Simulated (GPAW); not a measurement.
Crystal: PtSe.

```
CELL_PARAMETERS angstrom
0.00000 2.79841 2.79841
2.79841 0.00000 2.79841
2.79841 2.79841 0.00000
ATOMIC_POSITIONS crystal
Pt 0.50000 0.50000 0.50000
Se 0.00000 0.00000 0.00000
```

The cell comes from a database or a generator and needn't be the stable form of this composition.

- Program: GPAW 26.7.0
- Task: relaxation of cell and atoms
- Functional: BLYP
- Dispersion: D3(BJ)+ATM
- Potentials or basis: PAW data sets generated in the run's folder for this functional
- Cutoff: 600 eV
- Basis: pw
- k mesh: 8 × 8 × 8
- Occupations: fermi-dirac, width 0.05 eV
- Spin: no spin polarisation

At the start: pressure -15.3 GPa; volume 21.91 Å³/atom.

Q: How do energy, volume and symmetry change on relaxing?

A: Over 5 steps the energy falls by 208.2 meV/atom and the volume is 18.32 Å³/atom (-16.4 %); space group Fm-3m (No. 225, to 0.05 Å).

The path:
| step | energy change (eV) | largest force (eV/Å) | pressure (GPa) | volume (Å³) |
| --- | --- | --- | --- | --- |
| 1 | 0.0000 | 0.0000 | -15.34 | 43.83 |
| 2 | -0.1710 | 0.0000 | -12.92 | 41.90 |
| 3 | -0.3745 | 0.0000 | 7.68 | 34.81 |
| 4 | -0.4145 | 0.0000 | -1.45 | 37.01 |
| 5 | -0.4163 | 0.0000 | -0.11 | 36.63 |

Final structure:
```
Pt Se
1.0
     0.00000    2.63598    2.63598
     2.63598    0.00000    2.63598
     2.63598    2.63598    0.00000
Pt Se
1 1
Direct
  0.50000 0.50000 0.50000
  0.00000 0.00000 0.00000
```

Caveat: later steps reuse the first step's grids; the volume moved by over 15 % at a fixed basis, so the end points are rough; pairwise dispersion overbinds metals, which lowers pressure and volume.
